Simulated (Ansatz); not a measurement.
## Ta4NiO11: relaxation of cell and atoms with r2SCAN

The system is Ta4NiO11.

```
CELL_PARAMETERS angstrom
1.95495 -14.82973 0.00000
1.95495 14.82973 0.00000
0.00000 0.00000 3.88590
ATOMIC_POSITIONS crystal
Ta 0.20437 0.79563 0.00000
Ta 0.92451 0.07549 0.00000
Ta 0.07549 0.92451 0.00000
Ta 0.79563 0.20437 0.00000
Ni 0.50000 0.50000 0.00000
O 0.13987 0.86013 0.00000
O 0.72107 0.27893 0.00000
O 0.43645 0.56355 0.00000
O 0.56355 0.43645 0.00000
O 0.00000 0.00000 0.00000
O 0.86013 0.13987 0.00000
O 0.27893 0.72107 0.00000
O 0.92790 0.07210 0.50000
O 0.07210 0.92790 0.50000
O 0.79436 0.20564 0.50000
O 0.20564 0.79436 0.50000
```

The cell was built by a generator and needn't be a form met in nature.

* Program: Ansatz 0.2.0
* Task: relaxation of cell and atoms
* Functional: r2SCAN
* Potentials or basis: Ansatz PAW
* Cutoff: 500 eV (not typed: the program's choice for these potentials)
* k mesh: 5 × 5 × 5
* Occupations: fermi-dirac, width 0.05 eV
* Spin: collinear spin, ferromagnetic start
* Starting moments: [0.0, 0.0, 0.0, 0.0, 1.0, 0.0, 0.0, 0.0, 0.0, 0.0, 0.0, 0.0, 0.0, 0.0, 0.0, 0.0] μB

```json
{
 "Relaxed volume": "13.79 Å³/atom",
 "Relaxed cell": "a = 14.874 Å, b = 14.874 Å, c = 3.855 Å, α = 90.00°, β = 90.00°, γ = 165.01°",
 "Space group after relaxing (to 0.05 Å)": "Cmmm (No. 65)",
 "Energy gained by relaxing": "4.7 meV/atom",
 "Ionic steps": "6",
 "Pressure after relaxing": "0.0 GPa",
 "Largest force after relaxing": "0.006 eV/Å",
 "Band gap on the k mesh": "none (metal or under the smearing width)",
 "Net moment": "1.20 μB per cell",
 "Absolute moment": "1.28 μB per cell",
 "Site moments": "Ta +0.00, -0.00; Ni +1.03; O -0.00, +0.01, +0.11, +0.00 μB"
}
```

Forces on the atoms (eV/Å):
```
Ta   0.000  0.003  0.000
Ta   0.000 -0.003  0.000
Ta   0.000  0.003  0.000
Ta   0.000 -0.003  0.000
Ni   0.000  0.000  0.000
O    0.000 -0.003  0.000
O    0.000  0.006  0.000
O    0.000  0.000  0.000
O    0.000  0.000  0.000
O    0.000  0.000  0.000
O    0.000  0.003  0.000
O    0.000 -0.006  0.000
O    0.000  0.000  0.000
O    0.000  0.000  0.000
O    0.000  0.001  0.000
O    0.000 -0.001  0.000
```

Step by step:
```csv
step,energy change (eV),largest force (eV/Å),volume (Å³)
1,0.0000,0.2606,225.32
2,-0.0738,0.0928,220.09
3,-0.0770,0.0816,220.64
4,-0.0781,0.0157,220.72
5,-0.0782,0.0059,220.66
6,-0.0755,0.0059,220.66
```

Final structure:
```yaml
crystal:
  lattice:
    - [1.94077, -14.74687, 0.00000]
    - [1.94077, 14.74687, 0.00000]
    - [0.00000, 0.00000, 3.85491]
  atoms:
    - { symbol: Ta, position: [0.20454, 0.79546, 0.00000] }
    - { symbol: Ta, position: [0.92414, 0.07586, 0.00000] }
    - { symbol: Ta, position: [0.07586, 0.92414, 0.00000] }
    - { symbol: Ta, position: [0.79546, 0.20454, 0.00000] }
    - { symbol: Ni, position: [0.50000, 0.50000, 0.00000] }
    - { symbol: O, position: [0.14013, 0.85987, 0.00000] }
    - { symbol: O, position: [0.72118, 0.27882, 0.00000] }
    - { symbol: O, position: [0.43569, 0.56431, 0.00000] }
    - { symbol: O, position: [0.56431, 0.43569, 0.00000] }
    - { symbol: O, position: [0.00000, 0.00000, 0.00000] }
    - { symbol: O, position: [0.85987, 0.14013, 0.00000] }
    - { symbol: O, position: [0.27882, 0.72118, 0.00000] }
    - { symbol: O, position: [0.92871, 0.07129, 0.50000] }
    - { symbol: O, position: [0.07129, 0.92871, 0.50000] }
    - { symbol: O, position: [0.79368, 0.20632, 0.50000] }
    - { symbol: O, position: [0.20632, 0.79368, 0.50000] }
```

Levels at points of the mesh, in eV from the Fermi level:
Spin up:
```
           k point  band 67  band 68  band 69  band 70  band 71  band 72
(0.00, 0.00, 0.00)    -1.87    -1.42    -1.31     1.16     1.47     1.48
```
Spin down:
```csv
k point,band 65,band 66,band 67,band 68,band 69,band 70
"(0.00, 0.00, 0.00)",-1.56,-1.50,-0.81,-0.42,1.15,1.16
```

It took 3.2 min on 8 threads of Arm Neoverse V2 (shared host), peak memory 2.4 GiB.

Caveat: the magnetic or orbital state may not be the lowest; the plane-wave basis is chosen anew once the cell has moved, so the energies of steps on either side of that aren't comparable; a cell with one magnetic atom can't hold antiferromagnetic order, which such compounds often take; semilocal functionals often make such compounds metallic where correlation or magnetic order opens a gap, which also shifts bond lengths; the PAW data sets come from PBE, with cores solved anew for the run's functional, which leaves a small shift of forces and pressure. The run has no spin-orbit coupling, so splittings on Ta are missing.
